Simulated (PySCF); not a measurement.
# C₉H₁₂O: circular dichroism and optical rotation, excited states, first hyperpolarisability

Aim: compute the circular dichroism and optical rotation, excited states, first hyperpolarisability of C₉H₁₂O (`COC1=CC2(C=C1)CCC2`).

Computed with PySCF 2.14.0 and routines of our own; the level stands in each step. Atoms count from 0.

## (1) The system as given

22 atoms, charge 0, multiplicity 1; geometry from: GFN2-xTB.

## (2) Geometry optimisation at PBE0-D3(BJ)/def2-SVP

What the job is given:

```
{"job": {"xc": "PBE0", "basis": "def2-SVP", "d3": "d3bj", "grid": 2, "kind": "geom"}, "charge": 0, "multiplicity": 1}
C      3.480320    -0.098339     0.172240
O      2.610595     0.014667     1.271258
C      1.286642    -0.045572     0.987914
C      0.639495    -0.198305    -0.180021
C     -0.835132    -0.198513     0.069794
C     -0.914725    -0.023043     1.550531
C      0.312768     0.064716     2.068816
C     -1.669153     0.766501    -0.813405
C     -2.245682    -0.426233    -1.585003
C     -1.625451    -1.377976    -0.555501
H      4.490840    -0.030766     0.571594
H      3.314289     0.710779    -0.546707
H      3.350118    -1.059006    -0.336984
H      1.052301    -0.308001    -1.164704
H     -1.849278     0.019923     2.079300
H      0.592277     0.194207     3.097713
H     -2.413338     1.310434    -0.236509
H     -1.080481     1.473858    -1.392399
H     -1.819634    -0.536837    -2.579911
H     -3.330555    -0.457475    -1.662733
H     -2.350286    -1.798826     0.137401
H     -1.006341    -2.178182    -0.953534
```

Command:

```console
OMP_NUM_THREADS=1 python excited_run.py task.json out
```

One launch serves the whole session: the jobs run in the order shown.

Output:

```text
step   0  E = -424.54348983  max force = 0.017129
step   1  E = -424.54613153  max force = 0.002240
step   2  E = -424.54621490  max force = 0.000877
step   3  E = -424.54635390  max force = 0.003462
step   4  E = -424.54660757  max force = 0.007069
step   5  E = -424.54688505  max force = 0.005589
step   6  E = -424.54711165  max force = 0.001502
step   7  E = -424.54712189  max force = 0.000773
step   8  E = -424.54713009  max force = 0.000379
optimisation converged
```

Run time: 3.3 min. Hardware: 1 thread of Arm Neoverse V2, shared host; peak memory 0.92 GiB.

The steps of the relaxation:

| step | energy from step 0 (eV) | largest force component (eV/Å) |
| --- | --- | --- |
| 0 | 0.0000 | 0.8808 |
| 1 | -0.0719 | 0.1152 |
| 2 | -0.0742 | 0.0451 |
| 3 | -0.0779 | 0.1780 |
| 4 | -0.0848 | 0.3635 |
| 5 | -0.0924 | 0.2874 |
| 6 | -0.0986 | 0.0772 |
| 7 | -0.0988 | 0.0397 |
| 8 | -0.0991 | 0.0195 |

Close pairs (by a distance rule), those that changed most:

| bond | before (Å) | after (Å) | change (Å) |
| --- | --- | --- | --- |
| C5–H14 | 1.075 | 1.092 | +0.017 |
| C6–H15 | 1.074 | 1.091 | +0.017 |
| O1–C2 | 1.355 | 1.340 | -0.016 |
| C3–H13 | 1.073 | 1.089 | +0.016 |
| C7–H16 | 1.087 | 1.101 | +0.013 |
| C9–H20 | 1.087 | 1.101 | +0.013 |
| C8–H18 | 1.088 | 1.101 | +0.013 |
| C9–H21 | 1.087 | 1.099 | +0.012 |

The end geometry stands in the next job.

| at the end point | value |
| --- | --- |
| point group (found at 0.08 Å tolerance) | Cs |
| rotational constants (GHz, main isotopes) | 2.822, 0.884, 0.755 |
| dipole moment (D) | 1.15 |

## (3) Circular dichroism and optical rotation: TDDFT CAM-B3LYP/def2-SVPD

What the job is given:

```
{"job": {"kind": "ecd", "xc": "CAM-B3LYP", "basis": "def2-SVPD", "nstates": 12}, "charge": 0, "multiplicity": 1}
C      2.907312    -0.327946    -0.452366
O      2.088670    -0.204049     0.677023
C      0.768606    -0.246325     0.453131
C      0.070836    -0.390724    -0.699085
C     -1.394870    -0.369959    -0.367552
C     -1.412255    -0.194472     1.118566
C     -0.154189    -0.123528     1.588257
C     -2.239646     0.590666    -1.261399
C     -2.583148    -0.599135    -2.172323
C     -2.212558    -1.533831    -1.009484
H      3.948297    -0.276243    -0.108907
H      2.720290     0.487381    -1.174100
H      2.739545    -1.292215    -0.964846
H      0.463201    -0.504979    -1.708440
H     -2.332510    -0.136999     1.702718
H      0.172626     0.002399     2.621109
H     -3.125746     0.948823    -0.715489
H     -1.712699     1.455628    -1.689171
H     -1.877770    -0.689582    -3.012272
H     -3.605634    -0.659792    -2.573362
H     -3.091087    -1.776007    -0.392206
H     -1.663052    -2.461572    -1.224367
```

Method: TDDFT CAM-B3LYP/def2-SVPD circular dichroism and optical rotation, one conformer, gas phase.

Output:

```text
coarse grid: 18304 points
cycle   1  E = -424.6547921018  dE =  1.841e+00  |g| = 5.283e-01  |ddm| = 1.367e+01
cycle   2  E = -424.6641204201  dE = -9.328e-03  |g| = 5.480e-01  |ddm| = 2.418e+00
cycle   3  E = -424.7181946859  dE = -5.407e-02  |g| = 8.079e-02  |ddm| = 1.045e+00
cycle   4  E = -424.7191494286  dE = -9.547e-04  |g| = 3.938e-02  |ddm| = 2.531e-01
cycle   5  E = -424.7194938110  dE = -3.444e-04  |g| = 1.066e-02  |ddm| = 1.393e-01
cycle   6  E = -424.7195196067  dE = -2.580e-05  |g| = 3.449e-03  |ddm| = 4.473e-02
cycle   7  E = -424.7195227064  dE = -3.100e-06  |g| = 6.324e-04  |ddm| = 1.021e-02
final grid: 176544 points
cycle   8  E = -424.8134913857  dE = -5.908e-05  |g| = 3.926e-03  |ddm| = 2.544e-01
cycle   9  E = -424.8134916878  dE = -3.021e-07  |g| = 4.082e-03  |ddm| = 3.439e-02
cycle  10  E = -424.8134953152  dE = -3.627e-06  |g| = 6.996e-04  |ddm| = 1.180e-02
cycle  11  E = -424.8134954047  dE = -8.948e-08  |g| = 2.661e-04  |ddm| = 2.515e-03
cycle  12  E = -424.8134954212  dE = -1.651e-08  |g| = 6.747e-05  |ddm| = 9.255e-04
cycle  13  E = -424.8134954223  dE = -1.066e-09  |g| = 1.422e-05  |ddm| = 2.021e-04
cycle  14  E = -424.8134954223  dE = -5.900e-11  |g| = 6.309e-06  |ddm| = 7.407e-05
converged SCF energy = -424.8134954223

Singlet excitations and rotatory strengths (1e-40 esu^2 cm^2)
state   eV       nm     f(len)   f(vel)    R(len)    R(vel)   main configurations
  1   4.6736   265.3  0.03597  0.03502    -0.044    -0.045   H->L 0.98
  2   5.8800   210.9  0.00940  0.01036     0.006     0.007   H->L+1 0.85
  3   6.3687   194.7  0.20570  0.20015     0.007     0.014   H-1->L 0.87
  4   6.3706   194.6  0.00590  0.00840     0.103     0.090   H->L+3 0.75, H->L+4 0.10
  5   6.5757   188.5  0.01068  0.01481     0.021     0.026   H->L+2 0.65, H->L+3 0.10, H->L+4 0.09
  6   6.9901   177.4  0.01460  0.01835     0.023     0.029   H->L+4 0.34, H->L+7 0.23, H->L+2 0.23
  7   7.0332   176.3  0.00167  0.00208    -0.000     0.000   H-2->L 0.75, H-3->L 0.09
  8   7.1075   174.4  0.00060  0.00050    -0.267    -0.264   H->L+5 0.45, H->L+4 0.25, H->L+7 0.08
  9   7.1759   172.8  0.08257  0.08283     0.267     0.268   H->L+6 0.78, H->L+8 0.15
 10   7.3184   169.4  0.00087  0.00064     0.003     0.003   H-3->L 0.66, H-2->L 0.10
 11   7.3217   169.3  0.00761  0.00992    -0.096    -0.096   H->L+7 0.48, H->L+5 0.28
 12   7.7374   160.2  0.04360  0.05044     0.009     0.002   H-1->L+1 0.72, H-1->L+3 0.14

Specific rotation (deg / (dm g/mL))
    nm     length   length(OI)   velocity    alpha(len)  alpha(vel)
  633.0       0.17       0.18       0.17      108.809    108.574
  589.3       0.19       0.20       0.19      109.291    109.057
  546.0       0.21       0.22       0.21      109.901    109.668
  436.0       0.23       0.24       0.22      112.535    112.307
  405.0       0.18       0.19       0.16      113.805    113.577
  365.0      -0.09      -0.08      -0.11      116.158    115.930
  355.0      -0.24      -0.23      -0.27      116.941    116.713
```

It took 4 min on 1 thread of Arm Neoverse V2, shared host; peak memory 1.5 GiB.

The fields below are evaluated on a grid from the run's orbitals.

Frontier orbitals at CAM-B3LYP/def2-SVPD, with the share of their density that lies nearest to each atom:

| orbital | energy (eV) | lies on |
| --- | --- | --- |
| HOMO | -7.19 | C3 36 %; C2, C5 about 16 % each; O1 10 % |
| LUMO | 0.53 | C5 21 %; C6 16 %; C2, C3 about 10 % each |

ELF in a plane through or near 14 of the atoms.

Ten even steps from ' ' (0.00) to '@' (1.00):
```
                                                        
                                                        
                    ....                                
                  ++@@@@++    --##++                    
                ..@@@@@@%%  ..@@@@@@==                  
                  ==@@@@**++==@@@@@@==                  
            ..::    ==..%%@@..--%%**                    
            ++####::**@@**++==##**                      
            ==%%++##::::==..**++++..                    
      --**--..**--##==####**%%++==::                    
      @@@@@@**==##--::##--::@@====::--::::::..          
      @@@@@@%%%%==::  ++##**++..  ==::++@@@@@@          
      ##@@%%====**--  @@@@@@==  ::##..**@@@@@@..        
        ..    ..::    %%@@@@::  %%@@@@++%%@@%%          
                      ..**::  ..@@@@@@==..::            
                                **@@##..                
                                                        
                                                        
                                                        
                                                        
```
The map spans 14.1 Å across and 11.0 Å up, centred on the molecule. Atoms in the plane (x, y in Å): C0 (-3.3, -0.8), O1 (-2.8, 0.5), C2 (-1.5, 0.6), C3 (-0.5, -0.3), C4 (0.8, 0.4), C5 (0.5, 1.8), C6 (-0.9, 2.0), C8 (2.4, -1.1), H10 (-4.4, -0.7), H13 (-0.7, -1.4), H14 (1.2, 2.6), H15 (-1.4, 2.9), H18 (1.9, -2.1), H19 (3.5, -1.3).

On the surface of density 0.002 e/bohr³ the electrostatic potential runs, from the 1st to the 99th percentile, from -1.15 V near O1 to 0.78 V near H13.

## (4) Excited states: TDA wB97X-D/def2-SVPD

The job, as its differences from that of step 3:

```diff
@@ -1,2 +1,2 @@
-{"job": {"kind": "ecd", "xc": "CAM-B3LYP", "basis": "def2-SVPD", "nstates": 12}, "charge": 0, "multiplicity": 1}
+{"job": {"kind": "states", "xc": "wB97X-D", "basis": "def2-SVPD", "tda": true, "soc": true, "nstates": 6, "ntriplets": 5, "nquad": 4}, "charge": 0, "multiplicity": 1}
 C      2.907312    -0.327946    -0.452366
```

Method: TDA wB97X-D/def2-SVPD excited states, vertical, gas phase, spin-orbit mean-field couplings.

Output:

```text
coarse grid: 18304 points
cycle   1  E = -424.7676884099  dE =  1.944e+00  |g| = 5.127e-01  |ddm| = 1.121e+01
cycle   2  E = -424.7865185129  dE = -1.883e-02  |g| = 4.887e-01  |ddm| = 2.069e+00
cycle   3  E = -424.8279027000  dE = -4.138e-02  |g| = 7.396e-02  |ddm| = 8.926e-01
cycle   4  E = -424.8288138144  dE = -9.111e-04  |g| = 3.433e-02  |ddm| = 2.577e-01
cycle   5  E = -424.8290877937  dE = -2.740e-04  |g| = 9.037e-03  |ddm| = 1.243e-01
cycle   6  E = -424.8291079790  dE = -2.019e-05  |g| = 2.822e-03  |ddm| = 4.047e-02
cycle   7  E = -424.8291103247  dE = -2.346e-06  |g| = 6.346e-04  |ddm| = 1.046e-02
final grid: 176544 points
cycle   8  E = -424.9026060363  dE = -1.558e-04  |g| = 3.635e-03  |ddm| = 4.499e-01
cycle   9  E = -424.9026096073  dE = -3.571e-06  |g| = 2.115e-03  |ddm| = 4.915e-02
cycle  10  E = -424.9026105259  dE = -9.186e-07  |g| = 1.029e-03  |ddm| = 1.060e-02
cycle  11  E = -424.9026107929  dE = -2.671e-07  |g| = 2.607e-04  |ddm| = 4.880e-03
cycle  12  E = -424.9026108098  dE = -1.690e-08  |g| = 1.017e-04  |ddm| = 8.591e-04
cycle  13  E = -424.9026108125  dE = -2.639e-09  |g| = 2.558e-05  |ddm| = 4.197e-04
cycle  14  E = -424.9026108128  dE = -2.711e-10  |g| = 9.467e-06  |ddm| = 1.724e-04
converged SCF energy = -424.9026108128

Singlet excitations
state   eV       nm        f     d(h-e)  d(exc)  Lambda  PR(NTO)  |dmu|/D   mu/D   main configurations
  1   4.9520   250.4   0.06017   0.954   2.869   0.758   1.055    2.837    3.298   H->L 0.96
  2   6.1590   201.3   0.01294   0.876   3.725   0.268   1.032    3.704    3.224   H->L+1 0.79
  3   6.5012   190.7   0.20073   0.087   3.000   0.707   1.435    0.210    1.257   H-1->L 0.80, H->L+8 0.09
  4   6.6815   185.6   0.00718   1.013   3.706   0.285   1.038    3.877    2.862   H->L+3 0.69, H->L+4 0.12
  5   6.9478   178.5   0.02107   1.047   4.013   0.244   1.202                     H->L+2 0.47, H->L+3 0.14, H->L+4 0.11
  6   7.0629   175.5   0.00523   1.217   3.057   0.442   1.074                     H-2->L 0.80, H-3->L 0.12

Triplet excitations (Tamm-Dancoff)
state   eV     d(h-e)  d(exc)  Lambda  PR(NTO)   main configurations
  1   3.0869   0.338   2.447   0.748   1.064   H->L 0.88
  2   4.6944   0.272   2.438   0.699   1.454   H-1->L 0.71, H->L+8 0.10
  3   6.1964   0.905   3.737   0.268   1.031   H->L+1 0.80
  4   6.3826   0.756   2.815   0.630   1.495   H->L+8 0.45, H->L+10 0.23, H-1->L 0.18
  5   6.6134   1.024   3.584   0.286   1.032   H->L+3 0.55, H->L+4 0.16, H->L+5 0.09
S1 - T1 = 1.8651 eV

Spin-orbit couplings |<S|Hso|T>| (cm-1)
             T1       T2       T3       T4       T5
S0        0.416    0.070    5.162    0.135    8.521
S1        0.060    0.208    0.240    0.412    0.930
S2        0.394    0.771    0.038    0.823    1.043
S3        0.423    0.060    0.132    0.118    0.496
S4        1.621    0.415    0.959    0.252    0.137
S5        2.053    0.564    0.810    0.900    0.986
S6        3.254    2.278    0.235    2.645    0.226
T1 sublevels (cm-1): 0.000 0.000 0.000   radiative rates (1/s): 0.00579 0.0151 0.0095
```

It took 1.9 min on 1 thread of Arm Neoverse V2, shared host; peak memory 1.3 GiB.

From this job:

| quantity | value |
| --- | --- |
| S1 less T1 | 1.87 eV |

## (5) Excited states: TDDFT CAM-B3LYP/def2-SVPD

The job, as its differences from that of step 4:

```diff
@@ -1,2 +1,2 @@
-{"job": {"kind": "states", "xc": "wB97X-D", "basis": "def2-SVPD", "tda": true, "soc": true, "nstates": 6, "ntriplets": 5, "nquad": 4}, "charge": 0, "multiplicity": 1}
+{"job": {"kind": "states", "xc": "CAM-B3LYP", "basis": "def2-SVPD", "tpa": true, "nstates": 8, "nquad": 6, "ntriplets": 0}, "charge": 0, "multiplicity": 1}
 C      2.907312    -0.327946    -0.452366
```

Method: TDDFT CAM-B3LYP/def2-SVPD excited states, vertical, gas phase, two-photon moments by quadratic response.

Output:

```text
coarse grid: 18304 points
cycle   1  E = -424.6547921018  dE =  1.841e+00  |g| = 5.283e-01  |ddm| = 1.367e+01
cycle   2  E = -424.6641204201  dE = -9.328e-03  |g| = 5.480e-01  |ddm| = 2.418e+00
cycle   3  E = -424.7181946859  dE = -5.407e-02  |g| = 8.079e-02  |ddm| = 1.045e+00
cycle   4  E = -424.7191494286  dE = -9.547e-04  |g| = 3.938e-02  |ddm| = 2.531e-01
cycle   5  E = -424.7194938110  dE = -3.444e-04  |g| = 1.066e-02  |ddm| = 1.393e-01
cycle   6  E = -424.7195196067  dE = -2.580e-05  |g| = 3.449e-03  |ddm| = 4.473e-02
cycle   7  E = -424.7195227064  dE = -3.100e-06  |g| = 6.324e-04  |ddm| = 1.021e-02
final grid: 176544 points
cycle   8  E = -424.8134913857  dE = -5.908e-05  |g| = 3.926e-03  |ddm| = 2.544e-01
cycle   9  E = -424.8134916878  dE = -3.021e-07  |g| = 4.082e-03  |ddm| = 3.439e-02
cycle  10  E = -424.8134953152  dE = -3.627e-06  |g| = 6.996e-04  |ddm| = 1.180e-02
cycle  11  E = -424.8134954047  dE = -8.948e-08  |g| = 2.661e-04  |ddm| = 2.515e-03
cycle  12  E = -424.8134954212  dE = -1.651e-08  |g| = 6.747e-05  |ddm| = 9.255e-04
cycle  13  E = -424.8134954223  dE = -1.066e-09  |g| = 1.422e-05  |ddm| = 2.021e-04
cycle  14  E = -424.8134954223  dE = -5.900e-11  |g| = 6.309e-06  |ddm| = 7.407e-05
converged SCF energy = -424.8134954223

Singlet excitations
state   eV       nm        f     d(h-e)  d(exc)  Lambda  PR(NTO)  |dmu|/D   mu/D   delta(TPA)   sigma/GM   main configurations
  1   4.6738   265.3   0.03599   0.875   2.878   0.745   1.084    2.564    3.007       14.25      0.114   H->L 0.98
  2   5.8801   210.9   0.00940   1.097   3.896   0.264   1.024    4.477    3.929       70.39      0.892   H->L+1 0.85
  3   6.3690   194.7   0.20569   0.091   3.043   0.708   1.388    0.327    1.399       69.25      1.029   H-1->L 0.87
  4   6.3707   194.6   0.00590   0.822   3.817   0.284   1.031    3.012    2.059        1.70      0.025   H->L+3 0.75, H->L+4 0.10
  5   6.5758   188.5   0.01067   1.042   4.307   0.218   1.100    3.537    4.114       15.02      0.238   H->L+2 0.65, H->L+3 0.10, H->L+4 0.09
  6   6.9901   177.4   0.01460   1.308   4.419   0.265   1.095    4.623    4.532       17.34      0.310   H->L+4 0.34, H->L+7 0.23, H->L+2 0.23
  7   7.0334   176.3   0.00167   1.080   3.207   0.424   1.267                                            H-2->L 0.75, H-3->L 0.09
  8   7.1076   174.4   0.00060   0.560   4.213   0.306   1.313                                            H->L+5 0.45, H->L+4 0.25, H->L+7 0.08
```

Wall time 2.3 min (1 thread of Arm Neoverse V2, shared host); peak memory 1.4 GiB.

## (6) First hyperpolarisability: quadratic response CAM-B3LYP/def2-SVPD

The job, as its differences from that of step 5:

```diff
@@ -1,2 +1,2 @@
-{"job": {"kind": "states", "xc": "CAM-B3LYP", "basis": "def2-SVPD", "tpa": true, "nstates": 8, "nquad": 6, "ntriplets": 0}, "charge": 0, "multiplicity": 1}
+{"job": {"kind": "beta", "xc": "CAM-B3LYP", "basis": "def2-SVPD"}, "charge": 0, "multiplicity": 1}
 C      2.907312    -0.327946    -0.452366
```

Method: quadratic response CAM-B3LYP/def2-SVPD first hyperpolarisability, Taylor convention, gas phase.

Output:

```text
coarse grid: 18304 points
cycle   1  E = -424.6547921018  dE =  1.841e+00  |g| = 5.283e-01  |ddm| = 1.367e+01
cycle   2  E = -424.6641204201  dE = -9.328e-03  |g| = 5.480e-01  |ddm| = 2.418e+00
cycle   3  E = -424.7181946859  dE = -5.407e-02  |g| = 8.079e-02  |ddm| = 1.045e+00
cycle   4  E = -424.7191494286  dE = -9.547e-04  |g| = 3.938e-02  |ddm| = 2.531e-01
cycle   5  E = -424.7194938110  dE = -3.444e-04  |g| = 1.066e-02  |ddm| = 1.393e-01
cycle   6  E = -424.7195196067  dE = -2.580e-05  |g| = 3.449e-03  |ddm| = 4.473e-02
cycle   7  E = -424.7195227064  dE = -3.100e-06  |g| = 6.324e-04  |ddm| = 1.021e-02
final grid: 176544 points
cycle   8  E = -424.8134913857  dE = -5.908e-05  |g| = 3.926e-03  |ddm| = 2.544e-01
cycle   9  E = -424.8134916878  dE = -3.021e-07  |g| = 4.082e-03  |ddm| = 3.439e-02
cycle  10  E = -424.8134953152  dE = -3.627e-06  |g| = 6.996e-04  |ddm| = 1.180e-02
cycle  11  E = -424.8134954047  dE = -8.948e-08  |g| = 2.661e-04  |ddm| = 2.515e-03
cycle  12  E = -424.8134954212  dE = -1.651e-08  |g| = 6.747e-05  |ddm| = 9.255e-04
cycle  13  E = -424.8134954223  dE = -1.066e-09  |g| = 1.422e-05  |ddm| = 2.021e-04
cycle  14  E = -424.8134954223  dE = -5.900e-11  |g| = 6.309e-06  |ddm| = 7.407e-05
converged SCF energy = -424.8134954223

Lowest singlets (eV, f): 4.6738 0.0360  5.8801 0.0094  6.3690 0.2057

First hyperpolarisability (au)
process     nm      |vector|   parallel      HRS      DR
static         -      139.70     -45.17      65.22   3.619
shg       1907.0      145.80     -47.08      68.07   3.629
eope      1907.0      141.68     -45.79          -       -
shg       1064.0      161.30     -51.81      75.36   3.636
eope      1064.0      146.25     -47.22          -       -
```

It took 94 s on 1 thread of Arm Neoverse V2, shared host; peak memory 1.4 GiB.

## (7) What came out

| quantity | value |
| --- | --- |
| point group | Cs |
| rotational constants (main isotopes) | 2.82, 0.88, 0.75 GHz |
| state of largest rotatory strength (velocity form) among 12 (step 3, TDDFT CAM-B3LYP/def2-SVPD) | 7.18 eV, R = +0.3 (velocity), +0.3 (length) ·10⁻⁴⁰ esu² cm² |
| specific rotation at 633.0 nm (step 3, TDDFT CAM-B3LYP/def2-SVPD) | 0.2 (velocity), 0.2 (length) |
| surface potential, 1st and 99th percentile | -1.15 V and 0.78 V |
| S1 less T1 (step 4, TDA wB97X-D/def2-SVPD) | 1.87 eV |
| β vector (step 6, quadratic response CAM-B3LYP/def2-SVPD) | static 140, SHG 1907.0 nm 146, SHG 1064.0 nm 161 au |

**Reading.** Relaxing lowered the energy by 0.099 eV in 8 steps; the close pair that moved most is C5–H14, from 1.075 to 1.092 Å. The geometry is achiral, so these rotations and rotatory strengths are numerical residue. In step 4, the number of triplets below S1 is 2, and the largest singlet-triplet spin-orbit coupling is S0–T5, 8.52 cm⁻¹. In step 5 some excited states are degenerate or nearly so. β grows from 140 au (static) to 161 au for doubling at 1064.0 nm: normal dispersion, which grows as twice the photon energy moves toward the bright states.
